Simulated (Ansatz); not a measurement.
**GeH5 (doublet): wave-function methods side by side at distance Ge1–H5 along a hydrogen transfer = 1.760 Å, cc-pVTZ**

Aim: climb from Hartree-Fock through coupled cluster and multireference methods for GeH5 (doublet) at one geometry and basis, and see what each rung misses.

Program: Ansatz 0.2.0, Gaussian basis. Level of theory: cc-pVTZ, core rule «outside noble gas», up to 14 orbitals frozen. These are calculated values, not measurements.

The runs, in order: UHF; CCSD(T) on ROHF; CCSD(T) on UHF; BCCD(T) on ROHF; CISD; CCSDT(Q) on ROHF; CCSDT(Q) on UHF; CASSCF and NEVPT2, 3 electrons in 3 orbitals; CASSCF and NEVPT2, 9 electrons in 9 orbitals.

**1. What is computed**

The geometry derives from fragments relaxed apart (PBE0/def2-TZVP) and kept rigid, so it is no stationary point. A hydrogen atom is moved between rigid fragments. No spin-orbit coupling is included. The filled d shell of Ge may be among the frozen orbitals whatever the setting's name suggests; the logs give the count.

6 atoms, charge 0, spin multiplicity 2.

Atoms are counted from 1 here; the program's logs count them from 0.

Bond lengths: Ge1–H2 1.534 Å, Ge1–H3 1.534 Å, Ge1–H4 1.534 Å, Ge1–H5 1.760 Å, H5–H6 0.835 Å. Angles: H2–Ge1–H3 109.5°, H2–Ge1–H4 109.5°, H2–Ge1–H5 109.5°, H3–Ge1–H4 109.5°, H3–Ge1–H5 109.5°, H4–Ge1–H5 109.5°, Ge1–H5–H6 180.0°.

**2. UHF**

in.yaml

```yaml
crystal:
  periodic: [false, false, false]
  atoms:
    - {symbol: Ge, position_ang: [-0.036600, 0.000000, 0.000000]}
    - {symbol: H, position_ang: [-0.548050, 1.446599, 0.000000]}
    - {symbol: H, position_ang: [-0.548049, -0.723300, 1.252791]}
    - {symbol: H, position_ang: [-0.548050, -0.723299, -1.252792]}
    - {symbol: H, position_ang: [1.723400, 0.000000, 0.000000]}
    - {symbol: H, position_ang: [2.558400, 0.000000, 0.000000]}
basis:
  gaussian: {orbitals: cc-pVTZ}
magnetization: {spin_polarized: true, initial_magnetization: 1}
hamiltonian: {xc: hf}
output: {orbitals: {seedname: orbitals}}
```

Started as:

```console
> ansatz run in.yaml --threads 1 --pin off --events-out ev --progress --plain --max-ram 5632MiB --backend cpu
```

After this run come: CCSD(T) on ROHF; CCSD(T) on UHF; BCCD(T) on ROHF; CISD; CCSDT(Q) on ROHF; CCSDT(Q) on UHF; CASSCF and NEVPT2, 3 electrons in 3 orbitals; CASSCF and NEVPT2, 9 electrons in 9 orbitals.

Before running them: what should the planned runs give, taken together? Wanted: UCCSDT(Q) below the RHF energy; RMP2 from UCCSDT(Q); UMP2 from UCCSDT(Q); RCCSD from UCCSDT(Q); RCCSD(T) from UCCSDT(Q); UCCSD(T) from UCCSDT(Q); RCCSDT(Q) from UCCSDT(Q); NEVPT2 pair from UCCSDT(Q); NEVPT2 valence from UCCSDT(Q).

As calculated:

| quantity | value |
| --- | --- |
| UCCSDT(Q) below the RHF energy | -5.3527 eV |
| RMP2 from UCCSDT(Q) | +23.62 kcal/mol |
| UMP2 from UCCSDT(Q) | +23.93 kcal/mol |
| RCCSD from UCCSDT(Q) | +3.46 kcal/mol |
| RCCSD(T) from UCCSDT(Q) | +0.66 kcal/mol |
| UCCSD(T) from UCCSDT(Q) | +0.60 kcal/mol |
| RCCSDT(Q) from UCCSDT(Q) | +0.09 kcal/mol |
| NEVPT2 pair from UCCSDT(Q) | +23.59 kcal/mol |
| NEVPT2 valence from UCCSDT(Q) | +22.44 kcal/mol |
| levels within 1 kcal/mol (43 meV) | RCCSD(T), UCCSD(T), BCCD(T), RCCSDT, UCCSDT, RCCSDT(Q) |
| T1 diagnostic | 0.019 |
| effectively unpaired electrons | 1.02 |

**Reading.** RCCSD(T) lands +0.66 kcal/mol from the yardstick (0.5 % of the correlation energy). One determinant dominates. Of the multireference levels listed NEVPT2 valence comes nearest in total energy (+22.44 kcal/mol), which doesn't show that its space is the better one. These misses are within one basis, not against nature; the frozen cores of restricted and unrestricted runs differ, which can shift their rows.
